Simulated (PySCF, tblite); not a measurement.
# 5,6-dihydrotoluene (C7H10): dynamics, then NMR shifts on frames, part 2 of 2

tblite 0.8.0 and PySCF 2.14.0. Atoms count from 0. Earlier steps stand in the parts before.

**6. Shielding tensors: 800 fs, PBE0/pcSseg-1**

The job: settings as JSON, then the geometry in Å.

```
{"job": {"kind": "nmr", "xc": "PBE0", "basis": "pcSseg-1", "pop": false}, "charge": 0, "multiplicity": 1}
C      0.804100     0.607400     2.346900
C     -0.553300     0.642600     1.601300
C     -1.522900     1.505000     1.834500
C     -2.760700     1.557000     1.094700
C     -3.006700     0.558100     0.224700
C     -2.182500    -0.639200     0.065200
C     -0.639800    -0.262900     0.346600
H      1.699900     0.883100     1.856400
H      0.755400     1.040500     3.350500
H      1.019700    -0.470800     2.612600
H     -1.512300     2.204400     2.756300
H     -3.378000     2.364300     1.214900
H     -3.820700     0.679900    -0.530600
H     -2.389000    -1.314900     0.984900
H     -2.111100    -1.008500    -1.043900
H     -0.229600     0.337700    -0.501600
H      0.017100    -1.191900     0.455900
```

Method: GIAO PBE0/pcSseg-1 NMR shielding, non-relativistic, gas phase.

The log of the run:

```text
coarse grid: 13808 points
cycle   1  E = -272.2372192775  dE =  7.394e-01  |g| = 3.865e-01  |ddm| = 3.683e+00
cycle   2  E = -272.2319739149  dE =  5.245e-03  |g| = 4.234e-01  |ddm| = 8.733e-01
cycle   3  E = -272.2806191028  dE = -4.865e-02  |g| = 4.686e-02  |ddm| = 4.927e-01
cycle   4  E = -272.2808289246  dE = -2.098e-04  |g| = 3.695e-02  |ddm| = 7.593e-02
cycle   5  E = -272.2811696737  dE = -3.407e-04  |g| = 7.071e-03  |ddm| = 3.706e-02
cycle   6  E = -272.2811806400  dE = -1.097e-05  |g| = 2.229e-03  |ddm| = 8.875e-03
cycle   7  E = -272.2811818453  dE = -1.205e-06  |g| = 1.993e-04  |ddm| = 1.918e-03
final grid: 132176 points
cycle   8  E = -272.3252553260  dE = -2.538e-05  |g| = 6.568e-03  |ddm| = 3.325e-02
cycle   9  E = -272.3252521667  dE =  3.159e-06  |g| = 7.496e-03  |ddm| = 1.489e-02
cycle  10  E = -272.3252670940  dE = -1.493e-05  |g| = 7.967e-04  |ddm| = 8.216e-03
cycle  11  E = -272.3252672371  dE = -1.431e-07  |g| = 2.774e-04  |ddm| = 9.961e-04
cycle  12  E = -272.3252672565  dE = -1.936e-08  |g| = 5.472e-05  |ddm| = 3.014e-04
cycle  13  E = -272.3252672571  dE = -6.237e-10  |g| = 2.053e-05  |ddm| = 7.334e-05
converged SCF energy = -272.3252672571

GIAO shielding tensors (ppm)
atom      isotropic    diamagn.    paramagn.     s11        s22        s33       span
  0 C      160.877     242.974     -82.097    139.593    149.876    193.162     53.568
  1 C       46.217     260.118    -213.901    -47.653     37.018    149.286    196.938
  2 C       58.122     249.046    -190.924    -42.056     71.017    145.404    187.460
  3 C       55.982     255.871    -199.889    -65.527     67.277    166.196    231.723
  4 C       50.525     256.715    -206.190    -52.919     45.641    158.853    211.773
  5 C      148.475     251.395    -102.920    136.168    142.210    167.048     30.880
  6 C      139.445     248.953    -109.508    127.113    134.957    156.265     29.152
  7 H       30.352      30.275       0.077     27.113     27.595     36.348      9.235
  8 H       29.859      27.926       1.933     26.006     27.811     35.760      9.754
  9 H       29.198      28.840       0.358     25.079     28.127     34.386      9.307
 10 H       24.796      28.449      -3.654     22.217     24.700     27.469      5.252
 11 H       26.261      31.352      -5.091     24.460     25.717     28.606      4.146
 12 H       25.127      27.317      -2.190     22.794     25.856     26.730      3.936
 13 H       26.588      28.421      -1.832     23.094     25.942     30.729      7.634
 14 H       27.016      29.185      -2.169     23.060     25.710     32.278      9.218
 15 H       28.399      32.968      -4.569     25.179     27.939     32.078      6.899
 16 H       28.749      32.559      -3.810     25.357     28.602     32.287      6.929
```

Run time: 33 s. Hardware: 1 thread of Arm Neoverse N1, shared host; peak memory 0.79 GiB.

Key values: δ C1 140.7, C4 136.4, C3 130.9, C2 128.8, H10 6.92, H12 6.59 ppm.

**7. Nuclear shieldings: 1000 fs, PBE0/pcSseg-1**

The job: settings as JSON, then the geometry in Å.

```
{"job": {"kind": "nmr", "xc": "PBE0", "basis": "pcSseg-1", "pop": false}, "charge": 0, "multiplicity": 1}
C      0.111300     1.393100     2.835400
C     -1.149800     1.257800     1.924500
C     -1.874000     2.221900     1.415600
C     -2.984700     2.029600     0.511600
C     -3.187500     0.752100    -0.015600
C     -2.421600    -0.470800     0.488800
C     -1.164400    -0.083100     1.228200
H      0.754500     0.592000     2.704100
H      0.734000     2.236100     2.700700
H     -0.324200     1.333400     3.793600
H     -1.885100     3.103000     2.028300
H     -3.467200     2.899000     0.126800
H     -4.076500     0.551800    -0.676500
H     -3.056400    -1.010500     1.107700
H     -2.258200    -1.253400    -0.285800
H     -0.257300    -0.149500     0.580600
H     -1.028600    -0.914100     1.767200
```

With the program's defaults for keys left out, this is: GIAO PBE0/pcSseg-1 NMR shielding, non-relativistic, gas phase.

The log of the run:

```text
coarse grid: 13808 points
cycle   1  E = -272.2213426732  dE =  9.870e-01  |g| = 4.160e-01  |ddm| = 3.749e+00
cycle   2  E = -272.2184876623  dE =  2.855e-03  |g| = 4.414e-01  |ddm| = 9.055e-01
cycle   3  E = -272.2690552984  dE = -5.057e-02  |g| = 6.072e-02  |ddm| = 5.221e-01
cycle   4  E = -272.2695480789  dE = -4.928e-04  |g| = 4.166e-02  |ddm| = 8.909e-02
cycle   5  E = -272.2699869036  dE = -4.388e-04  |g| = 8.477e-03  |ddm| = 4.021e-02
cycle   6  E = -272.2700026688  dE = -1.577e-05  |g| = 2.834e-03  |ddm| = 1.050e-02
cycle   7  E = -272.2700046174  dE = -1.949e-06  |g| = 5.946e-04  |ddm| = 2.875e-03
final grid: 132176 points
cycle   8  E = -272.3139863881  dE = -3.935e-05  |g| = 8.080e-03  |ddm| = 3.462e-02
cycle   9  E = -272.3139819047  dE =  4.483e-06  |g| = 9.130e-03  |ddm| = 1.880e-02
cycle  10  E = -272.3140034452  dE = -2.154e-05  |g| = 1.203e-03  |ddm| = 1.088e-02
cycle  11  E = -272.3140037968  dE = -3.516e-07  |g| = 3.079e-04  |ddm| = 1.411e-03
cycle  12  E = -272.3140038194  dE = -2.266e-08  |g| = 8.485e-05  |ddm| = 3.388e-04
cycle  13  E = -272.3140038210  dE = -1.565e-09  |g| = 2.701e-05  |ddm| = 1.044e-04
cycle  14  E = -272.3140038212  dE = -1.583e-10  |g| = 1.203e-05  |ddm| = 3.408e-05
converged SCF energy = -272.3140038212

GIAO shielding tensors (ppm)
atom      isotropic    diamagn.    paramagn.     s11        s22        s33       span
  0 C      168.390     246.147     -77.756    141.905    165.396    197.870     55.965
  1 C       48.693     265.865    -217.172    -57.406     45.367    158.118    215.524
  2 C       62.913     245.121    -182.209    -48.952     73.791    163.899    212.851
  3 C       47.850     257.384    -209.534    -78.248     59.680    162.120    240.368
  4 C       39.654     249.695    -210.042    -76.087     37.447    157.601    233.689
  5 C      158.272     245.568     -87.295    143.197    154.487    177.132     33.935
  6 C      163.033     251.395     -88.362    134.720    164.978    189.401     54.680
  7 H       31.992      33.161      -1.169     27.595     32.083     36.298      8.703
  8 H       30.791      30.191       0.600     26.469     28.737     37.169     10.700
  9 H       30.318      27.770       2.548     25.992     28.698     36.264     10.271
 10 H       26.121      29.314      -3.193     23.916     24.348     30.099      6.184
 11 H       25.221      29.005      -3.783     23.302     24.625     27.737      4.435
 12 H       24.976      26.605      -1.629     23.185     25.110     26.632      3.446
 13 H       30.469      30.139       0.329     26.088     29.287     36.031      9.942
 14 H       28.885      31.313      -2.428     24.933     27.342     34.381      9.447
 15 H       29.495      34.926      -5.431     24.198     29.022     35.265     11.066
 16 H       31.410      35.732      -4.321     25.930     32.905     35.395      9.465
```

Wall time 34 s (1 thread of Arm Neoverse N1, shared host); peak memory 0.79 GiB.

Key values: δ C4 147.3, C3 139.1, C1 138.2, C2 124.0, H12 6.74, H11 6.50 ppm.

**8. Comparing the runs: NMR shifts**

Shifts (ppm) of some atoms, chosen among heavy atoms and hydrogens apart, with basis size and wall time:

| frame | C1 | C3 | C4 | C6 | C0 | H16 | H13 | functions | time |
| --- | --- | --- | --- | --- | --- | --- | --- | --- | --- |
| 250 fs | 138.7 | 134.0 | 124.6 | 35.7 | 27.7 | 4.60 | 2.61 | 169 | 43 s |
| 425 fs | 147.9 | 147.7 | 144.6 | 23.5 | 29.5 | 0.09 | 2.81 | 169 | 33 s |
| 625 fs | 155.3 | 130.5 | 131.1 | 32.2 | 36.8 | 1.48 | 4.61 | 169 | 34 s |
| 800 fs | 140.7 | 130.9 | 136.4 | 47.5 | 26.0 | 2.97 | 5.13 | 169 | 33 s |
| 1000 fs | 138.2 | 139.1 | 147.3 | 23.9 | 18.5 | 0.31 | 1.25 | 169 | 34 s |

**9. Outcome**

This closing draws on all 2 parts.

| quantity | value |
| --- | --- |
| thermostat | 600 K |
| mean temperature, second half | 578 K |
| mean potential energy above the minimum | 1.21 eV |
| ¹³C shifts against TMS (PBE0/pcSseg-1, 250 fs) | 138.7, 134.2, 134.0, 124.6, 35.7, 27.7, 23.9 ppm |
| ¹H shifts against TMS (PBE0/pcSseg-1, 250 fs) | 6.52, 5.94, 4.73, 4.60, 3.94, 3.53, 3.14, 2.61, 2.02, 1.74 ppm |
| surface potential, 1st and 99th percentile | -0.90 V and 0.63 V |
| range of the shift of C6 | 23.5 to 47.5 ppm |

What this shows: In the second half the potential energy averages 1.21 eV above the minimum; equipartition over 45 harmonic modes at 600 K would give 1.16 eV. With 17 atoms the temperature swings widely (366 to 826 K). Shifts at one fixed geometry are not the observed spectrum, which averages over the motion. In the first frame run (250 fs): The widest tensor belongs to C1: span 243 ppm, with a paramagnetic part of -211 ppm. By nearest atom (PBE0/pcSseg-1), the HOMO sits on C1, C2, C4 about 20 % each; C3 12 % and the LUMO on C1 23 %; C2, C4 about 16 % each. Across the 5 runs the shift of C6 moves most, between 23.5 (425 fs) and 47.5 ppm (800 fs).
